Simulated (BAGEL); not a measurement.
# Si2NH5Cl (SMILES N[SiH2][SiH]Cl): UHF/3-21G (density fitting with qzvpp-jkfit)

What is the vertical ionisation energy of Si2NH5Cl at UHF/3-21G (density fitting with qzvpp-jkfit)? 

The results are computed with BAGEL 1.2.2.

5 further runs of the same task are left out: 2 that didn't finish, 3 set aside as unsound or not needed.

## (1) Starting point

Si2NH5Cl has 9 atoms, charge 0, and is taken as a doublet. SMILES: `N[SiH2][SiH]Cl`. Geometry: relaxed at GFN2-xTB. This is one conformer, not always the lowest.

Bond lengths: N1–Si2 1.724 Å, Si2–Si3 2.290 Å, Si3–Cl4 2.057 Å, N1–H5 1.007 Å, N1–H6 1.006 Å, Si2–H7 1.465 Å, Si2–H8 1.480 Å, Si3–H9 1.471 Å. Some angles: N1–Si2–Si3 102.8°, Si2–Si3–Cl4 113.7°, N1–Si2–H7 105.2°, N1–Si2–H8 112.9°, Si3–Si2–H7 109.7°, Si3–Si2–H8 119.0°, Si2–N1–H5 119.4°, Si2–N1–H6 119.3°, Si2–Si3–H9 117.7°, Cl4–Si3–H9 102.1°.

## (2) The energy at UHF/3-21G (density fitting with qzvpp-jkfit)

input.json reads:

```json
{ "bagel" : [

{
  "title" : "molecule",
  "basis" : "3-21g",
  "df_basis" : "qzvpp-jkfit",
  "angstrom" : true,
  "geometry" : [
    { "atom" : "N", "xyz" : [      -0.162380,       1.026800,      -1.189950 ] },
    { "atom" : "Si", "xyz" : [       0.441050,      -0.434520,      -0.502770 ] },
    { "atom" : "Si", "xyz" : [       0.191890,      -0.080080,       1.745630 ] },
    { "atom" : "Cl", "xyz" : [      -1.765540,       0.151350,       2.332630 ] },
    { "atom" : "H", "xyz" : [      -1.076190,       1.356710,      -0.926060 ] },
    { "atom" : "H", "xyz" : [      -0.003670,       1.214990,      -2.165610 ] },
    { "atom" : "H", "xyz" : [       1.865890,      -0.458490,      -0.844050 ] },
    { "atom" : "H", "xyz" : [      -0.156340,      -1.645600,      -1.109450 ] },
    { "atom" : "H", "xyz" : [       0.665300,      -1.131160,       2.659640 ] }
  ]
},

{ "title" : "uhf", "nopen" : 1 },

{ "title" : "print", "file" : "orbitals.molden", "orbitals" : true }

]}
```

The run is started by

```console
$ BAGEL_NUM_THREADS=1 BAGEL input.json > input.out
```

What it wrote:

```text
* using 1 threads per process

  ===============================================================
  ===============================================================

  *** Geometry ***

  { "atom" : "N", "xyz" : [     -0.306854,      1.940371,     -2.248680 ] },
  { "atom" : "Si", "xyz" : [      0.833464,     -0.821124,     -0.950098 ] },
  { "atom" : "Si", "xyz" : [      0.362620,     -0.151329,      3.298763 ] },
  { "atom" : "Cl", "xyz" : [     -3.336387,      0.286010,      4.408032 ] },
  { "atom" : "H", "xyz" : [     -2.033704,      2.563810,     -1.750000 ] },
  { "atom" : "H", "xyz" : [     -0.006935,      2.295998,     -4.092410 ] },
  { "atom" : "H", "xyz" : [      3.526021,     -0.866421,     -1.595023 ] },
  { "atom" : "H", "xyz" : [     -0.295440,     -3.109733,     -2.096557 ] },
  { "atom" : "H", "xyz" : [      1.257235,     -2.137583,      5.025991 ] },

  Number of auxiliary basis functions:      551

  Since a DF basis is specified, we compute 2- and 3-index integrals:
    o Being stored without compression. Storage requirement is 0.015 GB

  Number of basis functions:       58
  Number of electrons      :       57

    * METHOD: MOLECULE                             0.24

  *** Open-shell HF ***

  === Nuclear Repulsion ===
   260.1422939361

      * DIIS with orbital gradients will be used.

  === UHF iteration (3-21g) ===
      0      -1089.02774857          0.03872626           0.15
      1      -1089.12672778          0.01987863           0.14
      2      -1089.14738820          0.01152971           0.14
      3      -1089.15528346          0.00089451           0.14
      4      -1089.15570228          0.00035590           0.14
      5      -1089.15579583          0.00014706           0.14
      6      -1089.15582690          0.00003248           0.14
      7      -1089.15583086          0.00001207           0.14
      8      -1089.15583182          0.00000455           0.14
      9      -1089.15583200          0.00000194           0.14
     10      -1089.15583203          0.00000092           0.14
     11      -1089.15583203          0.00000045           0.14
     12      -1089.15583203          0.00000023           0.14
     13      -1089.15583204          0.00000013           0.14
     14      -1089.15583204          0.00000007           0.14
     15      -1089.15583204          0.00000004           0.14
     16      -1089.15583204          0.00000002           0.14
     17      -1089.15583204          0.00000001           0.14
    * SCF iteration converged.

    * S^2 (UHF) is 0.7543

    * Permanent dipole moment:
           (   -0.661478,     0.117558,     0.869557) a.u.

    * METHOD: UHF                                  2.74

    * METHOD: PRINT                                0.01

  ===============================================================
```

Wall time 3.3 s (1 thread of Arm Neoverse V2, shared host); peak memory 0.1 GiB.

## (3) The singlet cation, same level

input.json reads:

```json
{ "bagel": [

{
  "title": "molecule",
  "basis": "3-21g",
  "df_basis": "qzvpp-jkfit",
  "angstrom": true,
  "geometry": [
    { "atom": "N", "xyz": [      -0.162380,       1.026800,      -1.189950 ] },
    { "atom": "Si", "xyz": [       0.441050,      -0.434520,      -0.502770 ] },
    { "atom": "Si", "xyz": [       0.191890,      -0.080080,       1.745630 ] },
    { "atom": "Cl", "xyz": [      -1.765540,       0.151350,       2.332630 ] },
    { "atom": "H", "xyz": [      -1.076190,       1.356710,      -0.926060 ] },
    { "atom": "H", "xyz": [      -0.003670,       1.214990,      -2.165610 ] },
    { "atom": "H", "xyz": [       1.865890,      -0.458490,      -0.844050 ] },
    { "atom": "H", "xyz": [      -0.156340,      -1.645600,      -1.109450 ] },
    { "atom": "H", "xyz": [       0.665300,      -1.131160,       2.659640 ] }
  ]
},

{
  "title": "hf",
  "charge": 1
},

{
  "title": "print",
  "file": "orbitals.molden",
  "orbitals": true
}

]}
```

The run is started by

```console
$ BAGEL_NUM_THREADS=1 BAGEL input.json > input.out
```

What it wrote:

```text
* using 1 threads per process

  ===============================================================
  ===============================================================

  *** Geometry ***

  { "atom" : "N", "xyz" : [     -0.306854,      1.940371,     -2.248680 ] },
  { "atom" : "Si", "xyz" : [      0.833464,     -0.821124,     -0.950098 ] },
  { "atom" : "Si", "xyz" : [      0.362620,     -0.151329,      3.298763 ] },
  { "atom" : "Cl", "xyz" : [     -3.336387,      0.286010,      4.408032 ] },
  { "atom" : "H", "xyz" : [     -2.033704,      2.563810,     -1.750000 ] },
  { "atom" : "H", "xyz" : [     -0.006935,      2.295998,     -4.092410 ] },
  { "atom" : "H", "xyz" : [      3.526021,     -0.866421,     -1.595023 ] },
  { "atom" : "H", "xyz" : [     -0.295440,     -3.109733,     -2.096557 ] },
  { "atom" : "H", "xyz" : [      1.257235,     -2.137583,      5.025991 ] },

  Number of auxiliary basis functions:      551

  Since a DF basis is specified, we compute 2- and 3-index integrals:
    o Being stored without compression. Storage requirement is 0.015 GB

  Number of basis functions:       58
  Number of electrons      :       57

    * METHOD: MOLECULE                             0.23

  *** RHF ***

  === Nuclear Repulsion ===
   260.1422939361

      * DIIS with orbital gradients will be used.

  === RHF iteration (3-21g) ===
      0      -1088.68200383          0.02078275           0.07
      1      -1088.81363539          0.01100089           0.07
      2      -1088.85035154          0.00124053           0.07
      3      -1088.85126434          0.00021875           0.07
      4      -1088.85132197          0.00009125           0.07
      5      -1088.85133531          0.00003127           0.07
      6      -1088.85133681          0.00001375           0.07
      7      -1088.85133710          0.00000568           0.07
      8      -1088.85133715          0.00000164           0.07
      9      -1088.85133716          0.00000059           0.07
     10      -1088.85133716          0.00000028           0.07
     11      -1088.85133716          0.00000012           0.07
     12      -1088.85133716          0.00000003           0.07
     13      -1088.85133716          0.00000001           0.07
     14      -1088.85133716          0.00000001           0.07
    * SCF iteration converged.

    * Permanent dipole moment:
           (   -1.323878,     0.281668,    -0.178089) a.u.

    * METHOD: HF                                   1.17

    * METHOD: PRINT                                0.01

  ===============================================================
```

It took 1.6 s on 1 thread of Arm Neoverse V2, shared host; peak memory 0.1 GiB.

## (4) Results

Level: UHF/3-21G (density fitting with qzvpp-jkfit).

```
                                          quantity           value
                    doublet Si2NH5Cl: total energy  -1089.15583 Eh
                   doublet Si2NH5Cl: dipole moment          2.79 D
                            doublet Si2NH5Cl: ⟨S²⟩           0.754
                      singlet cation: total energy  -1088.85134 Eh
                       singlet cation: HOMO energy       -15.20 eV
                       singlet cation: LUMO energy        -7.40 eV
                     singlet cation: HOMO–LUMO gap         7.81 eV
vertical ionisation energy (to the singlet cation)        8.286 eV
```

**Reading.** The vertical ionisation energy comes to 8.29 eV (191 kcal/mol). Only the singlet of the ionised species was computed; a triplet could lie lower.
